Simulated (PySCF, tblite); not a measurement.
**C₆H₁₄OP₂: geometry, infrared bands and NMR shifts**

Aim: predict the infrared bands and NMR shifts of C₆H₁₄OP₂ (`C=P1(CP)CCOCC1`).

Programs: tblite 0.8.0 and PySCF 2.14.0, with density-fitted response routines of our own. Each step states its level of theory. These are calculated values for one molecule in the gas phase, unless marked as measured. Atoms count from 0, in the outputs and in this text.

## Step 1: The starting structure

23 atoms, charge 0, multiplicity 1; geometry from: force field or distance geometry start.

Bonds of the start (Å): C0–P1 1.65, P1–C2 1.82, C2–P3 1.87, P1–C4 1.83, C4–C5 1.50, C5–O6 1.38, O6–C7 1.39, C7–C8 1.54, C8–P1 1.79, C0–H9 1.09, C0–H10 1.10, C2–H11 1.10, C2–H12 1.12, P3–H13 1.47, P3–H14 1.47, C4–H15 1.12, C4–H16 1.12, C5–H17 1.10, C5–H18 1.12, C7–H19 1.10, C7–H20 1.10, C8–H21 1.11, C8–H22 1.11.

## Step 2: Optimising the geometry with GFN2-xTB

What the job is given:

```
{"job": {"kind": "relax", "xc": "GFN2-xTB", "basis": "xTB"}, "charge": 0, "multiplicity": 1}
C      0.266300    -2.419000    -0.135500
P      0.207000    -0.775400    -0.095600
C      1.951600    -0.281600    -0.230200
P      2.150500     1.541300    -0.580900
C     -0.462200    -0.254200     1.526500
C     -1.482300     0.843900     1.395500
O     -2.271700     0.572900     0.301900
C     -1.672500     0.919500    -0.898600
C     -0.806400    -0.220000    -1.461600
H      0.440600    -2.995700     0.768600
H      0.093400    -2.935000    -1.093700
H      2.399900    -0.913700    -1.004200
H      2.431000    -0.491900     0.756300
H      2.102500     2.160400     0.755400
H      3.521800     1.705700    -1.070500
H     -0.953900    -1.156100     1.982500
H      0.354400     0.128800     2.183700
H     -1.061200     1.859900     1.404600
H     -2.140500     0.761800     2.302800
H     -2.450700     1.135900    -1.649400
H     -1.003900     1.774500    -0.745500
H     -1.434600    -1.067300    -1.822800
H     -0.183700     0.132200    -2.306500
```

Run with:

```
OMP_NUM_THREADS=1 python probes_run.py task.json out
```

This one command runs all jobs of the session in turn.

**Question.** This job is followed by: GFN2-xTB harmonic vibrations, gas phase; GIAO PBE0/pcSseg-1 NMR shielding, non-relativistic, gas phase. What will the session give for the following? strongest single infrared mode (GFN2-xTB); zero-point energy (GFN2-xTB); 13C shifts against TMS (PBE0/pcSseg-1, means over atoms taken as alike); 1H shifts against TMS (PBE0/pcSseg-1, means over atoms taken as alike); 31P shifts against H3PO4 (PBE0/pcSseg-1); 17O shifts against H2O (PBE0/pcSseg-1).

**Answer**, as computed:

```
                                                               quantity                                         value
                              strongest single infrared mode (GFN2-xTB)                         2325 cm⁻¹, 183 km/mol
                                           zero-point energy (GFN2-xTB)                                114.8 kcal/mol
13C shifts against TMS (PBE0/pcSseg-1, means over atoms taken as alike)                     67.6, 32.3, 25.5, 9.0 ppm
 1H shifts against TMS (PBE0/pcSseg-1, means over atoms taken as alike)  4.43, 4.30, 3.14, 2.29, 1.87, 1.76, 0.08 ppm
                               31P shifts against H3PO4 (PBE0/pcSseg-1)                             -30.0, -181.8 ppm
                                 17O shifts against H2O (PBE0/pcSseg-1)                                      42.6 ppm
```

**Reading.** Relaxing lowered the energy by 1.584 eV in 149 steps; the close pair that moved most is P3–H13, from 1.474 to 1.394 Å. All 63 modes are real, so the xTB geometry is a minimum. The strongest single mode, at 2325 cm⁻¹, moves mainly H13 and H14. Unscaled tight-binding wavenumbers are off by several per cent, some by more. Its intensities can rank the bands wrongly. C5, C7 (mean) (sp3 CH2 bonded to O) lies farthest downfield among carbon, at 67.6 ppm; deshielded by the electronegative neighbour. At PBE0/pcSseg-1: Shielding is most anisotropic at P1 (span 213 ppm, paramagnetic term -616 ppm).
